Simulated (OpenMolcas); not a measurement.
**Ti³⁺ among point charges: CASSCF and CASPT2 levels and susceptibility**

How does a field of 2 point charges split the states of Ti³⁺, and what χT follows?

Method: state-averaged CASSCF and CASPT2, spin-orbit coupling by RASSI with atomic mean-field integrals. Code: OpenMolcas 26.06.

## (1) What is computed

| Quantity | Value |
| --- | --- |
| Species | Ti³⁺ (titanium, Z = 22, 19 electrons) |
| Basis | ANO-RCC-VDZP [5s4p2d1f], 34 functions |
| Scalar Hamiltonian | DKH2, point nucleus |
| Inactive shells | 1s 2s 2p 3s 3p |
| Active space | 1 electron in 5 orbitals (3d) |
| Some configurations of this space | 3d |
| Orbitals | optimised for each spin and parity, averaged over all roots |

The outer shells:

3d
```
3d [↑ ][  ][  ][  ][  ]
```

The ion sits among 2 point charges of -2 e arranged as a linear pair (D∞h), 1.7 Å from the ion.

The work runs as a chain of OpenMolcas steps in one folder; each step below is one input file. Labels, J, g values, rates, χT and fits are worked out afterwards by a script from the matrices that RASSI stores. The input lists half of the charges; inversion (Group=XYZ) makes the rest.

## (2) GATEWAY and SEWARD: basis and integrals

File a.inp:

```
&GATEWAY
Coord
1

Ti 0.0 0.0 0.0
Basis=ANO-RCC-VDZP
Group=XYZ
NoMove
AngMom=0.0 0.0 0.0
AMFI
XField
1 Angstrom 0
0.000000 0.000000 1.700000 -2.000000
&SEWARD
```

Command:

```
> OMP_NUM_THREADS=1 MOLCAS_MEM=1689 MOLCAS_PROJECT=a pymolcas a.inp > a.log
```

The log of the run:

```text
Basis set label: TI.ANO-RCC...5S4P2D1F.

      Electronic valence basis set:
      ------------------
      Associated Effective Charge  22.000000 au
      Associated Actual Charge     22.000000 au
      Nuclear Model: Point charge

      Shell  nPrim  nBasis  Cartesian Spherical Contaminant
         s      21       5        X
         p      15       4        X
         d      10       2                 X
         f       6       1                 X
                  Relativistic Douglas-Kroll-Hess integrals:
                    - DKH order of Hamiltonian: 2
                    - DKH order of Properties : 0
                  Atomic mean-field integrals
```

## (3) CASSCF: doublets of even parity, 5 roots

File a.inp:

```
&RASSCF
FileOrb=start.orb
Symmetry=1
Spin=2
nActEl=1 0 0
Inactive=3 6
Ras2=5 0
CIRoot=5 5 1
SDav=5
CIMx=300
Iter=120 100
PrWF=0.3
OrbListing=Nothing
MaxOrb=0
>>> COPY $Project.JobIph JOB001
```

start.orb holds the contracted functions of the basis, ordered by shell, or the orbitals of the step before.

The log of the run, cut to the lines that bear on the results:

```text
[...]
      Number of active orbitals                  5
[...]
      Spin quantum number                      0.5
[...]
      Active orbitals                            5   0
[...]
      Number of CSFs                             5
      Number of root(s) required                 5
[...]
      Convergence after  9 iterations
[...]
      Natural orbitals and occupation numbers for root  1
      sym 1:  -0.000000  -0.000000   0.000000   0.000000   1.000000
      Natural orbitals and occupation numbers for root  2
      sym 1:   1.000000   0.000000   0.000000   0.000000   0.000000
      Natural orbitals and occupation numbers for root  3
      sym 1:   0.000000   1.000000   0.000000   0.000000  -0.000000
::    RASSCF root number  1 Total energy:   -854.89147342
::    RASSCF root number  2 Total energy:   -854.89147342
::    RASSCF root number  3 Total energy:   -854.81638797
::    RASSCF root number  4 Total energy:   -854.81638797
::    RASSCF root number  5 Total energy:   -854.79255676
```

## (4) State interaction with spin-orbit coupling

File a.inp:

```
&RASSI
NrOfJobIphs=1 5
1 2 3 4 5
IphNames
JOB001
EJob
SpinOrbit
DIPRint=1.0
SOCoupling=1000.0
Subsets=2
Property=9
'ANGMOM' 1 'ANGMOM' 2 'ANGMOM' 3 'MLTPL  1' 1 'MLTPL  1' 2 'MLTPL  1' 3
'AMFI' 1 'AMFI' 2 'AMFI' 3
SOProperty=3
'ANGMOM' 1 'ANGMOM' 2 'ANGMOM' 3
```

The log of the run, cut to the lines that bear on the results:

```text
SPIN-FREE ENERGIES:
  (Shifted by EMIN (a.u.) =       -854.8914734236)
 SF State       Relative EMIN(au)   Rel lowest level(eV)    D:o, cm**(-1)      L_eff
     1             0.0000000000        0.0000000000              0.0000         2.0
     2             0.0000000000        0.0000000000              0.0000         2.0
     3             0.0750854568        2.0431793674          16479.3530         1.9
     4             0.0750854568        2.0431793674          16479.3530         1.9
     5             0.0989166637        2.6916595430          21709.6983         1.8
     Dipole printing threshold changed to   1.00000000E+00
Eigenvalues of complex Hamiltonian:
   -----------------------------------
  (Shifted by EMIN (a.u.) =       -854.8914734236)
 SO State       Relative EMIN(au)   Rel lowest level(eV)    D:o, cm**(-1)     J-value
     1            -0.0006329254        0.0000000000              0.0000         1.1
     2            -0.0006329254        0.0000000000              0.0000         1.1
     3             0.0006272805        0.0342919477            276.5832         1.2
     4             0.0006272805        0.0342919477            276.5832         1.2
     5             0.0747194247        2.0504419034          16537.9293         1.8
     6             0.0747194247        2.0504419034          16537.9293         1.8
     7             0.0754333413        2.0698685618          16694.6158         1.8
     8             0.0754333413        2.0698685618          16694.6158         1.8
     9             0.0989404563        2.7095297477          21853.8312         1.9
    10             0.0989404563        2.7095297477          21853.8312         1.9
Weights of the five most important spin-orbit-free states for each spin-orbit state.
[...]
```

These steps: 1.3 s of run time, 1 thread of Arm Neoverse V2, shared host.

Spin-free states, with their symmetry labels:

```tsv
state	degeneracy	E (cm-1)	free-ion L (%)
2Delta	2	0	D (100)
2Pi	2	16479	D (100)
2Sigma	1	21710	D (100)
```

With spin-orbit coupling:

| E (cm-1) | Degeneracy | 2S+1 | g |
| --- | --- | --- | --- |
| 0.0 | 2 | 2 | 0.00 0.00 2.00 |
| 276.6 | 2 | 2 | 0.00 0.00 6.00 |
| 16538 | 2 | 2 | 0.00 0.14 0.14 |
| 16695 | 2 | 2 | 0.00 0.00 4.00 |
| 21854 | 2 | 2 | 2.00 2.14 2.14 |

Principal g values are given for doublets only; a zero marks a field direction without first-order Zeeman splitting.

Powder χT (cm³ K/mol): 0.13 at 2 K, 0.13 at 5 K, 0.14 at 10 K, 0.15 at 20 K, 0.19 at 50 K, 0.26 at 100 K, 0.36 at 150 K, 0.44 at 200 K, 0.50 at 250 K, 0.56 at 300 K.

## (5) CASPT2: IPEA 0.25, imaginary shift 0.1 (closed shells correlated: 3s 3p)

File a.inp:

```
>>> COPY JOB001 $Project.JobIph
&CASPT2
Multistate=5 1 2 3 4 5
NoMult
Frozen=2 3
IPEA=0.25
Imaginary=0.1
MaxIter=60
WThr=0.0 0.3 0.05
PrWF=0.5
NoMix
```

The log of the run:

```text
Orbital specifications:
      -----------------------

      Symmetry species                           1   2
                                                ag  au
      Frozen orbitals                            2   3
      Inactive orbitals                          1   3
      Active orbitals                            5   0
      Secondary orbitals                         7  13
      Deleted orbitals                           0   0
      Number of basis functions                 15  19
Type of calculation                        SS-CASPT2
      Fock operator                              state-specific
      IPEA shift                                 0.25
      Real shift                                 0.00
      Imaginary shift                            0.10
      The input orbitals will be transformed to quasi-canonical
Reference energy:        -854.8914734236
      E2 (Non-variational):      -0.2092073201
      Shift correction:          -0.0000871729
      E2 (Variational):          -0.2092944930
      Total energy:            -855.1007679166
      Residual norm:              0.0000000547
      Reference weight:           0.96062
      Contributions to the CASPT2 correlation energy
      Active & Virtual Only:         -0.0000000001
      One Inactive Excited:          -0.0399078151
      Two Inactive Excited:          -0.1692995049
Reference energy:        -854.8914734236
      E2 (Non-variational):      -0.2091840177
      Shift correction:          -0.0000871249
      E2 (Variational):          -0.2092711426
      Total energy:            -855.1007445662
      Residual norm:              0.0000000547
      Reference weight:           0.96063
      Contributions to the CASPT2 correlation energy
      Active & Virtual Only:         -0.0000000001
      One Inactive Excited:          -0.0398845127
      Two Inactive Excited:          -0.1692995049
::    CASPT2 Root  1     Total energy:   -855.10076792
::    CASPT2 Root  2     Total energy:   -855.10074457
::    CASPT2 Root  3     Total energy:   -855.02521355
::    CASPT2 Root  4     Total energy:   -855.02521355
::    CASPT2 Root  5     Total energy:   -855.00604115
```

Time for this run: 0.36 s (1 thread of Arm Neoverse V2, shared host).

SS-CASPT2: lowest energy less the reference's lowest, -0.2093 hartree; reference weights 0.959 to 0.961.

States without spin-orbit coupling:

```tsv
state	degeneracy	E (cm-1)	free-ion L (%)
2Delta	2	0	D (100)
2Pi	2	16580	D (100)
2Sigma	1	20788	D (100)
```

With spin-orbit coupling:

```csv
E (cm-1),Degeneracy,2S+1,g
0,2,2,0.00 0.00 2.00
280,2,2,0.00 0.00 6.00
16640,2,2,0.00 0.17 0.17
16790,2,2,0.00 0.00 4.00
20930,2,2,2.00 2.17 2.17
```

Powder χT (cm³ K/mol): 0.13 at 2 K, 0.13 at 5 K, 0.14 at 10 K, 0.15 at 20 K, 0.19 at 50 K, 0.26 at 100 K, 0.36 at 150 K, 0.44 at 200 K, 0.50 at 250 K, 0.56 at 300 K.

## (6) The methods side by side

A. CASSCF
B. SS-CASPT2, IPEA 0.25, imaginary shift 0.1 (closed shells correlated: 3s 3p)

```tsv
method	ground state	first state of that spin (cm-1)	first gap with spin-orbit (cm-1)	χT at 300 K
A	2Delta	2Pi 16480	276.6	0.56
B	2Delta	2Pi 16580	276.6	0.56
```

## (7) Summary of results

| quantity | value |
| --- | --- |
| method | SS-CASPT2, IPEA 0.25, imaginary shift 0.1 (closed shells correlated: 3s 3p) |
| spin-free ground state | 2Delta, 2-fold in its orbital part |
| first state of the same spin within the active space | 2Pi at 16600 cm⁻¹ |
| lowest level | 2-fold, g = 0.00, 0.00, 2.00 |
| next level | 276.6 cm⁻¹ |
| χT at 300 K | 0.56 cm³ K/mol |
| effective moment at 300 K | 2.11 μB |

Cost by method:

```tsv
method	time of its own steps	time with the reference
A. CASSCF	1.3 s	1.3 s
B. SS-CASPT2, IPEA 0.25, imaginary shift 0.1, +3s 3p	0.36 s	1.6 s
```

Times are of one thread on a shared host.

The spin-free ground state (2Delta) comes to 100 % from free-ion D terms and keeps the highest spin of the shell. χT at 300 K is 0.56, against 0.38 cm³ K/mol for the spin alone, so orbital moment adds to it. The field of point charges can differ much from that of real complexes. This is an electrostatic model: the charges have no orbitals.
